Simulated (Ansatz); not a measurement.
# Ag2PdO2: the cost of one run

Program: Ansatz 0.2.0. Level of theory: DFT r²SCAN+U (U_eff = 2.5 eV on Pd d), plane waves, PAW. These are calculated values, not measurements.

**1. The structure to begin with**

Symmetry: Immm, No. 71, orthorhombic system. The conventional cell has a = 3.008 Å, b = 4.555 Å, c = 9.898 Å, α = 90.00°, β = 90.00°, γ = 90.00°. Ag (site symmetry mm2) is surrounded by 2 O at 2.28 Å. Pd (site symmetry mmm) has 4 O at 2.03 Å as nearest neighbours. Around O (site symmetry mm2) lie 2 Pd at 2.03 Å and 2 Ag at 2.28 Å.

Coordinates:

```
CELL_PARAMETERS angstrom
-1.50402 2.27762 4.94885
1.50402 -2.27762 4.94885
1.50402 2.27762 -4.94885
ATOMIC_POSITIONS crystal
Ag 0.35758 0.35758 0.00000
Ag 0.64242 0.64242 0.00000
Pd 0.00000 0.00000 0.00000
O 0.86270 0.36270 0.50000
O 0.13730 0.63730 0.50000
```

Magnetic order typed: ferromagnetic.

**2. From atoms, symmetry kept, no search**

The input, input.yaml:

```yaml
crystal:
  lattice:
    - [-1.50401966, 2.27761949, 4.94884889]
    - [1.50401966, -2.27761949, 4.94884889]
    - [1.50401966, 2.27761949, -4.94884889]
  atoms:
    - { symbol: Ag, position: [0.35758, 0.35758, 0.0] }
    - { symbol: Ag, position: [0.64242, 0.64242, 0.0] }
    - { symbol: Pd, position: [0.0, 0.0, 0.0], spin: 2.0 }
    - { symbol: O, position: [0.8627, 0.3627, 0.5] }
    - { symbol: O, position: [0.1373, 0.6373, 0.5] }
basis:
  ecutwfc: 500
  ecutrho_ratio: 4
kpoints:
  mp_grid: { grid: [7, 7, 7] }
hamiltonian:
  xc: r2scan
  hubbard: { sites: [{ site: 2, l: d, u_eff: 2.5 }] }
scf:
  occupations: { method: gaussian, width: 0.05 }
  lower_state_search: "off"
  max_iter: 150
output:
  forces: true
  stress: true
  eigenvalues: true
  populations: true
  hubbard: { sites: [{ site: 2, l: d }] }
magnetization:
  spin_polarized: true
```

Run with:

```console
$ ansatz run input.yaml --threads 4 --pin off --max-ram 6144MiB --backend cpu --events-out ev --progress --plain --runs-dir out
```

What time and memory should one allow on 4 threads of Intel Xeon Platinum 8488C (Sapphire Rapids), shared host?

About 29 s, with a peak of 0.96 GiB.
